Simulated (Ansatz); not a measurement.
The system is MoPt.

```
Pt Mo
1.0
     4.47661    0.00000    0.00000
     0.00000    2.73373    0.00000
     0.00000    0.00000    4.95840
Pt Mo
2 2
Direct
  0.75000 0.50000 0.33727
  0.25000 0.50000 0.66273
  0.75000 0.00000 0.83825
  0.25000 0.00000 0.16175
```

The cell comes from a database or a generator and needn't be the stable form of this composition.

Base run:

```yaml
Program: Ansatz 0.2.0
Functional: PBEsol
Potentials_or_basis: all-electron LAPW, scalar-relativistic
Cutoff: 259 eV
Density_cutoff: 1037 eV
Basis_error_allowed: 0.002 eV/atom
k_mesh: 6 × 10 × 6
Occupations: fermi-dirac, width 0.05 eV
Spin: no spin polarisation
```

Its results: pressure -5.7 GPa; largest force 0.160 eV/Å.

Question: The run is repeated on the same cell with these changes: functional from PBEsol to LDA. What comes out?

Answer: Pressure -10.7 GPa; largest force 0.177 eV/Å.

LDA binds more tightly than PBEsol, so the same cell stands under less pressure.

Not every run made on this cell is shown here.
